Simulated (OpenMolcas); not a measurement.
# Nd²⁺ among point charges: CASSCF levels and susceptibility

How does a field of 8 point charges split the states of Nd²⁺, and what χT follows?

The numbers are computed with OpenMolcas 26.06 (state-averaged CASSCF, spin-orbit coupling by RASSI with atomic mean-field integrals), except any that are marked as measured or tabulated.

### Step 1. The system

| Quantity | Value |
| --- | --- |
| Species | Nd²⁺ (neodymium, Z = 60, 58 electrons) |
| Basis | ANO-RCC-VDZP [7s6p4d2f1g], 68 functions |
| Scalar Hamiltonian | DKH2, point nucleus |
| Inactive shells | 1s 2s 2p 3s 3p 3d 4s 4p 4d 5s 5p |
| Active space | 4 electrons in 7 orbitals (4f) |
| Some configurations of this space | 4f⁴ |
| Orbitals | optimised for the highest spin of each parity, averaged over all roots |

Outer shells as boxes (Hund's rule):

4f4
```
4f [↑ ][↑ ][↑ ][↑ ][  ][  ][  ]
```

The ion sits among 8 point charges of -0.5 e arranged as a cube (Oh), 2.45 Å from the ion.

The work runs as a chain of OpenMolcas steps in one folder; each step below is one input file. Labels, J, g values, rates, χT and fits are worked out afterwards by a script from the matrices that RASSI stores. The input lists half of the charges; inversion (Group=XYZ) makes the rest.

### Step 2. GATEWAY and SEWARD: basis and integrals

a.inp reads:

```
&GATEWAY
Coord
1

Nd 0.0 0.0 0.0
Basis=ANO-RCC-VDZP
Group=XYZ
NoMove
AngMom=0.0 0.0 0.0
AMFI
XField
4 Angstrom 0
1.414508 1.414508 1.414508 -0.500000
1.414508 1.414508 -1.414508 -0.500000
1.414508 -1.414508 1.414508 -0.500000
1.414508 -1.414508 -1.414508 -0.500000
&SEWARD
```

Started as:

```sh
OMP_NUM_THREADS=1 MOLCAS_MEM=2252 MOLCAS_PROJECT=a pymolcas a.inp > a.log
```

### Step 3. CASSCF: quintets of even parity, 35 roots

a.inp reads:

```
&RASSCF
FileOrb=start.orb
Symmetry=1
Spin=5
nActEl=4 0 0
Inactive=15 12
Ras2=0 7
CIRoot=35 35 1
SDav=35
CIMx=300
Iter=120 100
PrWF=0.3
OrbListing=Nothing
MaxOrb=0
>>> COPY $Project.JobIph JOB001
```

start.orb holds the contracted functions of the basis, ordered by shell, or the orbitals of the step before.

### Step 4. CASSCF: triplets of even parity, 162 roots

a.inp reads:

```
&RASSCF
FileOrb=start.orb
Symmetry=1
Spin=3
nActEl=4 0 0
Inactive=15 12
Ras2=0 7
CIRoot=162 162 1
SDav=210
CIMx=300
Iter=120 100
PrWF=0.3
OrbListing=Nothing
MaxOrb=0
CIOnly
>>> COPY $Project.JobIph JOB002
```

### Step 5. CASSCF: singlets of even parity, 162 roots

a.inp reads:

```
&RASSCF
FileOrb=start.orb
Symmetry=1
Spin=1
nActEl=4 0 0
Inactive=15 12
Ras2=0 7
CIRoot=162 162 1
SDav=196
CIMx=300
Iter=120 100
PrWF=0.3
OrbListing=Nothing
MaxOrb=0
CIOnly
>>> COPY $Project.JobIph JOB003
```

### Step 6. RASSI: spin-orbit coupling between the states

a.inp reads:

```
&RASSI
NrOfJobIphs=3 33 106 31
1 2 3 4 5 6 7 8 9 10 11 12 13 14 15 16 17 18 19 20 21 22 23 24 25 26 27
28 29 30 31 32 33
1 2 3 4 5 6 7 8 9 10 11 12 13 14 15 16 17 18 19 20 21 22 23 24 25 26 27
28 29 30 31 32 33 34 35 36 37 38 39 40 41 42 43 44 45 46 47 48 49 50 51
52 53 54 55 56 57 58 59 60 61 62 63 64 65 66 67 68 69 70 71 72 73 74 75
76 77 78 79 80 81 82 83 84 85 86 87 88 89 90 91 92 93 94 95 96 97 98 99
100 101 102 103 104 105 106
1 2 3 4 5 6 7 8 9 10 11 12 13 14 15 16 17 18 19 20 21 22 23 24 25 26 27
28 29 30 31
IphNames
JOB001
JOB002
JOB003
EJob
SpinOrbit
DIPRint=1.0
SOCoupling=1000.0
Subsets=2
Property=9
'ANGMOM' 1 'ANGMOM' 2 'ANGMOM' 3 'MLTPL  1' 1 'MLTPL  1' 2 'MLTPL  1' 3
'AMFI' 1 'AMFI' 2 'AMFI' 3
SOProperty=3
'ANGMOM' 1 'ANGMOM' 2 'ANGMOM' 3
```

What does the calculation give? Wanted: spin-free ground state; first state of the same spin within the active space; lowest level; next level.

As calculated:

| quantity | value |
| --- | --- |
| method | CASSCF |
| spin-free ground state | 5E, 2-fold in its orbital part |
| first state of the same spin within the active space | 5T2 at 0.75 cm⁻¹ |
| lowest level | 1-fold A1 |
| next level | 66.8 cm⁻¹ |
| χT at 300 K | 1.03 cm³ K/mol |
| effective moment at 300 K | 2.87 μB |

**Reading.** The spin-free ground state (5E) comes to 100 % from free-ion I terms and keeps the highest spin of the shell. The triplets, singlets rest on orbitals optimised for another spin in at least one step, which raises them against the optimised states. Not all states of the active space went into the spin-orbit step. High states of lower spin are left out of the spin-orbit mixing, and CASSCF puts spin-flip levels too high. Point charges carry no covalency, so the field is a model and not that of real ligands.
